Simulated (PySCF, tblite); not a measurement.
**C4H14Si4: geometry, infrared bands, NMR shifts, electronic excitations and core binding energies**

Wanted: the infrared bands, NMR shifts, electronic excitations and core binding energies of C4H14Si4 (`C[Si@H]1[SiH2][Si@H](C2CC2)[SiH2]1`), by calculation.

Programs: tblite 0.8.0 and PySCF 2.14.0, with density-fitted response routines of our own. Each step states its level of theory. These are calculated values for one molecule in the gas phase, unless marked as measured. Atoms count from 0, in the outputs and in this text.

**1. The starting structure**

22 atoms, charge 0, multiplicity 1; geometry from: force field or distance geometry start.

Bonds of the start (Å): C0–Si1 1.85, Si1–Si2 2.25, Si2–Si3 2.19, Si3–C4 1.84, C4–C5 1.53, C5–C6 1.52, Si3–Si7 2.24, Si7–Si1 2.26, C6–C4 1.50, C0–H8 1.12, C0–H9 1.11, C0–H10 1.11, Si1–H11 1.46, Si2–H12 1.49, Si2–H13 1.46, Si3–H14 1.48, C4–H15 1.11, C5–H16 1.12, C5–H17 1.10, C6–H18 1.09, C6–H19 1.13, Si7–H20 1.45, Si7–H21 1.46.

**2. Geometry optimisation with GFN2-xTB**

What the job is given:

```
{"job": {"kind": "relax", "xc": "GFN2-xTB", "basis": "xTB"}, "charge": 0, "multiplicity": 1}
C     -3.482900     0.406800     0.629000
Si    -2.264100    -0.228600    -0.613500
Si    -0.540000     1.169900    -0.970900
Si     0.409900     0.291900     0.797600
C      2.210900    -0.087300     0.724500
C      2.636400    -0.658000    -0.631800
C      3.151800     0.691900    -0.153000
Si    -0.737000    -1.584000     0.349900
H     -4.461700    -0.139400     0.566800
H     -3.110600     0.417000     1.676500
H     -3.718500     1.454600     0.349500
H     -2.831500    -0.827100    -1.816500
H     -1.056100     2.554900    -0.802100
H      0.056100     0.877500    -2.273900
H      0.019500     0.888400     2.099600
H      2.639500    -0.591900     1.610600
H      3.302600    -1.543400    -0.497800
H      1.916000    -0.633800    -1.460400
H      2.835600     1.588200    -0.692600
H      4.224000     0.633500     0.187700
H     -0.000600    -2.379100    -0.620800
H     -1.209800    -2.282600     1.540800
```

On the command line:

```console
OMP_NUM_THREADS=1 python probes_run.py task.json out
```

This one command runs all jobs of the session in turn.

**Question.** This job is followed by: GFN2-xTB harmonic vibrations, gas phase; PBE0-D3(BJ)/def2-SVP geometry optimisation, gas phase; GIAO PBE0/pcSseg-1 NMR shielding, non-relativistic, gas phase; TDDFT wB97X-D/def2-SVPD, vertical, gas phase, core orbitals frozen in the response; GIAO mPW1PW91/pcSseg-1 NMR shielding, non-relativistic, gas phase; delta-SCF UKS SCAN, pcX-2 on the ionised atom, pcseg-1 elsewhere, spin-free X2C. What will the session give for the following? strongest single infrared mode (GFN2-xTB); zero-point energy (GFN2-xTB); point group; rotational constants (main isotopes); ¹³C shifts against TMS (PBE0/pcSseg-1, means over atoms taken as alike); ¹H shifts against TMS (PBE0/pcSseg-1, means over atoms taken as alike); ²⁹Si shifts against TMS (PBE0/pcSseg-1, means over atoms taken as alike); surface potential, 1st and 99th percentile; lowest singlet (wB97X-D/def2-SVPD); brightest single state of those computed; lowest triplet; vertical ionisation energy (ΔSCF); C1s binding energies, SCAN/pcX-2; Si1s binding energies, SCAN/pcX-2; Si2p binding energies, SCAN/pcX-2; range of the shift of Si2.

**Answer**, as computed:

| quantity | value |
| --- | --- |
| strongest single infrared mode (GFN2-xTB) | 2165 cm⁻¹, 703 km/mol |
| zero-point energy (GFN2-xTB) | 98.3 kcal/mol |
| point group | C1 |
| rotational constants (main isotopes) | 1.52, 0.66, 0.60 GHz |
| ¹³C shifts against TMS (PBE0/pcSseg-1, means over atoms taken as alike) | 6.1, -3.4, -8.8 ppm |
| ¹H shifts against TMS (PBE0/pcSseg-1, means over atoms taken as alike) | 4.76, 4.47, 3.88, 3.73, 0.75, 0.51, 0.26, -0.18 ppm |
| ²⁹Si shifts against TMS (PBE0/pcSseg-1, means over atoms taken as alike) | -44.6, -49.9, -97.8 ppm |
| surface potential, 1st and 99th percentile | -0.30 V and 0.74 V |
| lowest singlet (wB97X-D/def2-SVPD) | 4.98 eV (249 nm), f = 0.001 |
| brightest single state of those computed | state 5, 6.25 eV, f = 0.179 |
| lowest triplet | 4.72 eV |
| vertical ionisation energy (ΔSCF) | 8.66 eV |
| C1s binding energies, SCAN/pcX-2 | C5 290.48, C0 290.01, C4 290.00 eV |
| Si1s binding energies, SCAN/pcX-2 | Si1 1845.40, Si2 1845.36, Si3 1845.32 eV |
| Si2p binding energies, SCAN/pcX-2 | Si1 105.90, Si2 105.87, Si3 105.80 eV |
| range of the shift of Si2 | -97.8 to -95.7 ppm |

What this shows: Over 164 steps the energy fell by 1.333 eV; of the close pairs, Si2–Si3 changed most, 2.191 to 2.366 Å (GFN2-xTB). All 60 modes are real, so the xTB geometry is a minimum. The strongest single mode, at 2165 cm⁻¹, moves mainly H21. GFN2-xTB is a fitted tight-binding method: band positions and strengths are rough. Its intensities can rank the bands wrongly. Relaxing lowered the energy by 0.340 eV in 18 steps; the close pair that moved most is C6–H19, from 1.047 to 1.094 Å (PBE0/def2-SVP). At PBE0/pcSseg-1: The widest tensor belongs to Si1: span 115 ppm, with a paramagnetic part of -481 ppm. The orbital energy would give 8.72 eV for ionisation, ΔSCF gives 8.66 eV. The C1s levels kept as sound span 0.48 eV, from C4 (three-membered-ring carbon) up to C5 (three-membered-ring carbon). The Si1s levels computed lie within 0.08 eV of one another, too close to rank. Across the 2 runs the shift of Si2 (with its like atoms) moves most, between -97.8 (PBE0/pcSseg-1) and -95.7 ppm (mPW1PW91/pcSseg-1).
